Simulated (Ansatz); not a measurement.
# C: the cost of one run

Method: DFT LDA, scalar-relativistic, plane waves, PAW, in Ansatz 0.2.0.

### Step 1. The starting structure

It takes space group R-3m (No. 166, trigonal). The conventional cell has a = 2.445 Å, b = 2.445 Å, c = 9.989 Å, α = 90.00°, β = 90.00°, γ = 120.00°. C (site symmetry 3m) has 3 C at 1.41 Å as nearest neighbours.

Structure file:

```
C
1.0
     2.11730   -1.22243   -0.01160
     2.11730    1.22243   -0.01160
    -1.39167    0.00000    3.33730
C
2
Direct
  0.83338 0.83338 0.00015
  0.16662 0.16662 0.99985
```

It goes back to an entry of the Materials Project, which need not be the stable form.

It is the result of an earlier relaxation at this level (volume 8.62 Å³/atom; gap on the mesh: 0.65 eV).

### Step 2. The undisturbed cell

Input file input.yaml:

```yaml
crystal:
  lattice:
    - [2.1172982844, -1.2224340469, -0.0115975247]
    - [2.1172982844, 1.2224340469, -0.0115975247]
    - [-1.3916690928, 0.0, 3.3373019203]
  atoms:
    - { symbol: C, position: [0.8333830096, 0.8333830096, 0.0001497828] }
    - { symbol: C, position: [0.1666169904, 0.1666169904, 0.9998502172] }
basis:
  ecutwfc: 420
kpoints:
  mp_grid: { grid: [14, 14, 8] }
hamiltonian:
  xc: lda
scf:
  occupations: { method: gaussian, width: 0.05 }
output:
  forces: true
  stress: true
  eigenvalues: true
  write_density: true
  write_potential: true
  elf: true
  volumetric_format: npy
```

On the command line:

```
ansatz run input.yaml --threads 1 --pin off --max-ram 2560MiB --backend cpu --events-out ev --progress --plain --runs-dir out
```

**Question.** How long does this run take on 1 thread of Oxide Virtual Turin-like (Zen 5), shared host, and how much memory does it need?

About 3.1 s, with a peak of 0.38 GiB.
